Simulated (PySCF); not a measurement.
# C3H7ClO2Si2: the cost of one run

Programs: PySCF 2.14.0, with routines of our own; each step states its level. All values are computed. Atoms count from 0.

## Step 1: The starting structure

15 atoms, charge 0, multiplicity 1; geometry from: GFN2-xTB.

## Step 2: Magnetic properties: GIAO B97-2/pcSseg-1

The job: settings as JSON, then the geometry in Å.

```
{"job": {"kind": "mag", "xc": "B97-2", "basis": "pcSseg-1", "isotopologues": 2}, "charge": 0, "multiplicity": 1}
O     -0.428420    -0.880975     2.222491
C     -0.480472    -0.863697     1.014339
C     -1.609879    -0.230884     0.246346
Si    -0.835582     1.224619    -0.760223
Cl    -1.051287     2.953970     0.272405
Si     1.280333     0.256680    -0.775425
O      2.449944     1.019821     0.047881
C      0.644240    -1.322594     0.134816
H     -2.400427     0.071611     0.931596
H     -2.022594    -0.957824    -0.451351
H     -1.603911     1.394662    -1.997515
H      1.995736    -0.074831    -2.000471
H      2.381291     1.265716     0.967652
H      1.408440    -1.820779     0.728896
H      0.268173    -2.027506    -0.603349
```

Level: GIAO B97-2/pcSseg-1 magnetisability, rotational g tensor and spin-rotation constants, non-relativistic, gas phase.

Launch:

```bash
$ OMP_NUM_THREADS=1 python excited_run.py task.json out
```

The driver reads the jobs from task.json and runs them one after another.

Q: Estimate the wall time and peak memory of this first job on 1 thread of Arm Neoverse V2, shared host.

About 52 s, with a peak of 0.83 GiB.
